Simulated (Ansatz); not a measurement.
**CAM-B3LYP/def2-SVP (core potential) run of HfHCl3O (SMILES Cl[Hf](Cl)(Cl)O)**

Aim: the energy change on altering one bond length of HfHCl3O at CAM-B3LYP/def2-SVP (core potential), from 2 runs. 

Program for the calculation: Ansatz 0.2.0.

1 further run of the same task is left out (it didn't finish).

## (1) The molecule

The species is HfHCl3O (6 atoms), meant as a singlet with charge 0. As SMILES, `Cl[Hf](Cl)(Cl)O`. The coordinates come from a PBE0-D4/def2-TZVP relaxation.

Bond lengths: Cl1–Hf2 2.337 Å, Hf2–Cl3 2.337 Å, Hf2–Cl4 2.337 Å, Hf2–O5 1.881 Å, O5–H6 0.953 Å. Angles: Cl1–Hf2–Cl3 109.7°, Cl1–Hf2–Cl4 109.7°, Cl1–Hf2–O5 109.2°, Cl3–Hf2–Cl4 109.7°, Cl3–Hf2–O5 109.2°, Cl4–Hf2–O5 109.2°, Hf2–O5–H6 179.9°.

## (2) A single-point energy at CAM-B3LYP/def2-SVP (core potential)

File input.yaml:

```yaml
crystal:
  periodic: [false, false, false]
  atoms:
    - {symbol: Cl, position_ang: [0.876760, -0.101050, -2.336560]}
    - {symbol: Hf, position_ang: [-0.022850, -0.350510, -0.194310]}
    - {symbol: Cl, position_ang: [-2.262380, -0.999350, -0.349730]}
    - {symbol: Cl, position_ang: [1.185990, -1.965090, 0.985740]}
    - {symbol: O, position_ang: [0.084060, 1.291990, 0.717110]}
    - {symbol: H, position_ang: [0.138420, 2.124020, 1.177740]}
basis:
  gaussian:
    orbitals: def2-SVP
hamiltonian:
  xc: {name: CAM-B3LYP}
accuracy: high
output: {orbitals: {seedname: orbitals}}
```

Started as:

```console
$ ansatz run input.yaml --threads 1 --pin off --max-ram 3480MiB --events-out events.jsonl --progress --plain --runs-dir runs
```

The log of the run:

```text
Warning: RAYON_NUM_THREADS=1 ignored (pool sized by the plan → 1); use --threads N
Functional definition: CAM-B3LYP
  name "CAM-B3LYP"
  parameter alpha = 0.19
  parameter beta = 0.46
  parameter omega = 0.33/bohr
  parameter ac = 0.81
  exchange = (1 - alpha - beta)*b88_x + beta*b88_x_sr(omega) + alpha*exact_x + beta*exact_x_lr(omega)
  correlation = (1 - ac)*vwn5_c + ac*lyp_c
2132 factors; integrals over basis functions are off by at most 4.0e-9 eV
508 factors; integrals over basis functions are off by at most 1.8e-9 eV
mean field evaluation 1: about -40926.4268 eV, gradient 5.5e1 eV
mean field evaluation 2: about -40911.7114 eV, gradient 1.1e2 eV
mean field evaluation 4: about -40932.3568 eV, gradient 2.2e0 eV
mean field evaluation 8: about -40932.4622 eV, gradient 1.3e-1 eV
mean field evaluation 16: about -40932.4622 eV, gradient 2.9e-5 eV
mean field -40932.46220411 eV, -1504.2402409816 hartree, gradient 5.2e-8 eV, S^2 0.000000; 0 other end points of the search recorded, 0 dependent functions left out
reference -40932.46222566 eV, -1504.2402417736 hartree; 36, 36 occupied and 69, 69 virtual orbitals, 2132 factors
Total energy: -40932.46222566 eV, -1504.2402417736 hartree
```

Wall time 14 s (1 thread of Arm Neoverse V2, shared host); peak memory 0.51 GiB.

## (3) The distorted shape

File molecule.yaml:

```yaml
basis:
  gaussian: {orbitals: def2-SVP}
crystal:
  periodic: [false, false, false]
  atoms:
    - {symbol: Cl, position_ang: [1.011720, -0.063626, -2.657942]}
    - {symbol: Hf, position_ang: [-0.022850, -0.350510, -0.194310]}
    - {symbol: Cl, position_ang: [-2.262380, -0.999350, -0.349730]}
    - {symbol: Cl, position_ang: [1.185990, -1.965090, 0.985740]}
    - {symbol: O, position_ang: [0.084060, 1.291990, 0.717110]}
    - {symbol: H, position_ang: [0.138420, 2.124020, 1.177740]}
hamiltonian: {xc: {name: CAM-B3LYP}}
accuracy: high
output: {orbitals: {seedname: orbitals}}
```

Started as:

```console
$ ansatz run molecule.yaml --threads 1 --pin off --max-ram 3480MiB --events-out events.jsonl --progress --plain --runs-dir runs
```

The log of the run, shortened:

```text
Warning: RAYON_NUM_THREADS=1 ignored (pool sized by the plan → 1); use --threads N
[... 8 set-up lines as earlier in the session ...]
2115 factors; integrals over basis functions are off by at most 4.0e-9 eV
516 factors; integrals over basis functions are off by at most 1.8e-9 eV
mean field evaluation 1: about -40925.1505 eV, gradient 5.7e1 eV
mean field evaluation 2: about -40905.6640 eV, gradient 1.2e2 eV
mean field evaluation 4: about -40931.7598 eV, gradient 2.5e0 eV
mean field evaluation 8: about -40931.8632 eV, gradient 1.5e-1 eV
mean field evaluation 16: about -40931.8632 eV, gradient 5.2e-5 eV
mean field -40931.86323065 eV, -1504.2182291131 hartree, gradient 5.3e-8 eV, S^2 0.000000; 0 other end points of the search recorded, 0 dependent functions left out
reference -40931.86325260 eV, -1504.2182299195 hartree; 36, 36 occupied and 69, 69 virtual orbitals, 2115 factors
Total energy: -40931.86325260 eV, -1504.2182299195 hartree
```

Run time: 15 s. Hardware: 1 thread of Arm Neoverse V2, shared host; peak memory 0.5 GiB.

## (4) Summary of results

At CAM-B3LYP/def2-SVP (core potential):

| quantity | value |
| --- | --- |
| first shape: total energy | -1504.24024 Eh |
| first shape: HOMO energy | -10.52 eV |
| first shape: LUMO energy | -0.15 eV |
| first shape: HOMO–LUMO gap | 10.36 eV |
| distorted shape: total energy | -1504.21823 Eh |
| distorted shape: HOMO energy | -9.73 eV |
| distorted shape: LUMO energy | -0.81 eV |
| distorted shape: HOMO–LUMO gap | 8.92 eV |
| energy change with the Cl1–Hf2 bond stretched from 2.337 to 2.687 Å | 0.599 eV |

What this shows: With the Cl1–Hf2 bond stretched from 2.337 to 2.687 Å the energy rises by 0.60 eV (57.8 kJ/mol). The first shape isn't relaxed at this level, so the change isn't measured from a minimum.
